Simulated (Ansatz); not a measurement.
# CH7NSSi2: the cost of one run

Program: Ansatz 0.2.0. Level of theory: RKS PBE0/STO-3G. These are calculated values, not measurements.

## (1) The starting structure

Bond lengths: C1–N2 1.478 Å, N2–Si3 1.719 Å, Si3–S4 2.049 Å, C1–Si5 1.944 Å, S4–Si5 2.162 Å, C1–H6 1.057 Å, C1–H7 1.078 Å, N2–H8 0.978 Å, Si3–H9 1.526 Å, Si3–H10 1.495 Å, Si5–H11 1.484 Å, Si5–H12 1.469 Å. Angles (14 of 22 angles, heavy atoms first): C1–N2–Si3 119.3°, N2–C1–Si5 106.0°, N2–Si3–S4 103.8°, Si3–S4–Si5 92.2°, C1–Si5–S4 104.3°, C1–N2–H8 110.7°, Si3–N2–H8 105.0°, N2–C1–H6 110.8°, N2–C1–H7 110.9°, Si5–C1–H6 108.1°, Si5–C1–H7 108.0°, N2–Si3–H9 108.3°, N2–Si3–H10 107.6°, S4–Si3–H9 114.4°.

As a file:

```xyz
12

C     0.4045   -1.1694   -0.2810
N     0.4475   -0.5192    1.0457
Si    0.3619    1.1949    1.1463
S    -1.1297    1.6880   -0.1693
Si   -0.7497   -0.0601   -1.3835
H    -0.0302   -2.1302   -0.2144
H     1.3829   -1.1836   -0.7337
H    -0.2805   -0.8428    1.6125
H     0.0754    1.5771    2.5952
H     1.6703    1.7409    0.6722
H    -2.0358   -0.7433   -1.6688
H    -0.0395    0.3925   -2.5872
```

## (2) Preparing the start

File input.yaml:

```yaml
crystal:
  periodic: [false, false, false]
  atoms:
    - { symbol: C, position_ang: [0.4045, -1.1694, -0.281] }
    - { symbol: "N", position_ang: [0.4475, -0.5192, 1.0457] }
    - { symbol: Si, position_ang: [0.3619, 1.1949, 1.1463] }
    - { symbol: S, position_ang: [-1.1297, 1.688, -0.1693] }
    - { symbol: Si, position_ang: [-0.7497, -0.0601, -1.3835] }
    - { symbol: H, position_ang: [-0.0302, -2.1302, -0.2144] }
    - { symbol: H, position_ang: [1.3829, -1.1836, -0.7337] }
    - { symbol: H, position_ang: [-0.2805, -0.8428, 1.6125] }
    - { symbol: H, position_ang: [0.0754, 1.5771, 2.5952] }
    - { symbol: H, position_ang: [1.6703, 1.7409, 0.6722] }
    - { symbol: H, position_ang: [-2.0358, -0.7433, -1.6688] }
    - { symbol: H, position_ang: [-0.0395, 0.3925, -2.5872] }
basis:
  gaussian: { orbitals: STO-3G }
hamiltonian:
  xc: pbe0
relax:
  f_tol: 0.02
  max_steps: 40
scf:
  lower_state_search: "off"
```

Run with:

```
$ ansatz run input.yaml --threads 1 --pin off --max-ram 2048MiB --backend cpu --events-out ev --progress --plain --runs-dir out
```

What time and memory should one allow on 1 thread of an x86-64 CPU, shared host?

About 16 s, with a peak of 0.15 GiB.
